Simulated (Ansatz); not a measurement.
# InH4+ (triplet): the correlation ladder, def2-TZVPP

The task here is to estimate one member of a computed series from the others.

Method: def2-TZVPP, core rule «outside noble gas», up to 9 orbitals frozen; program: Ansatz 0.2.0, Gaussian basis.

Plan: UHF; CCSD(T) on ROHF; CCSD(T) on UHF; BCCD(T) on ROHF; CCSDT(Q) on ROHF; CCSDT(Q) on UHF; CASSCF and MRCISD+Q, 6 electrons in 8 orbitals; CASSCF and NEVPT2, 6 electrons in 8 orbitals.

2 further runs of the same task are left out: 2 set aside as unsound or not needed.

**The geometry**

The geometry is a PBE0/def2-TZVP stationary point (not a proven minimum). No spin-orbit coupling is included. Elements past krypton take def2 core potentials.

5 atoms, charge 1, spin multiplicity 3.

Atoms are counted from 1 here; the program's logs count them from 0.

Bond lengths: In1–H2 1.798 Å, In1–H3 1.798 Å, In1–H4 1.798 Å, In1–H5 1.798 Å. Angles: H2–In1–H3 67.7°, H2–In1–H4 133.6°, H2–In1–H5 133.6°, H3–In1–H4 133.6°, H3–In1–H5 133.6°, H4–In1–H5 67.7°.

Set-up of the first run:

in.yaml reads:

```yaml
crystal:
  periodic: [false, false, false]
  atoms:
    - {symbol: In, position_ang: [0.000000, 0.000000, 0.000000]}
    - {symbol: H, position_ang: [0.701384, 0.715322, 1.492890]}
    - {symbol: H, position_ang: [-0.709117, -0.705291, 1.494010]}
    - {symbol: H, position_ang: [-0.706435, 0.700227, -1.497657]}
    - {symbol: H, position_ang: [0.714168, -0.710258, -1.489243]}
basis:
  gaussian: {orbitals: def2-TZVPP}
total_charge: 1
magnetization: {spin_polarized: true, initial_magnetization: 2}
hamiltonian: {xc: hf}
output: {orbitals: {seedname: orbitals}}
```

On the command line:

```
$ ansatz run in.yaml --threads 1 --pin off --events-out ev --progress --plain --max-ram 4096MiB --backend cpu
```

Steps of the session up to this table: UHF; CCSD(T) on ROHF; CCSD(T) on UHF; BCCD(T) on ROHF; CCSDT(Q) on ROHF; CCSDT(Q) on UHF; CASSCF and MRCISD+Q, 6 electrons in 8 orbitals; CASSCF and NEVPT2, 6 electrons in 8 orbitals.

One of the session's tables, all rows but one given; the rest of the session is left out.

| method | from UCCSDT(Q) (kJ/mol) |
| --- | --- |
| ROHF | ? |
| UHF | +263.6 |
| RMP2 | +72.2 |
| UMP2 | +77.1 |
| RCCSD | +10.0 |
| UCCSD | +7.6 |
| RCCSD(T) | +3.4 |
| UCCSD(T) | +2.2 |
| BCCD(T) | +3.4 |
| RCCSDT | +1.2 |
| UCCSDT | +0.1 |
| RCCSDT(Q) | +1.1 |
| UCCSDT(Q) | 0 |
| CASSCF valence | +133.9 |
| NEVPT2 valence | +35.2 |
| MRCISD valence | +3.3 |
| MRCISD+Q valence | -0.5 |

**Question.** Estimate the row for ROHF.

**Answer.** from UCCSDT(Q) (kJ/mol): +310.3. In the column «from UCCSDT(Q) (kJ/mol)» it is the highest.

To keep in mind: Restricted and unrestricted rows rest on different reference determinants; where their highest levels disagree by more than a few hundredths of an eV, they describe different states and don't form one ladder.
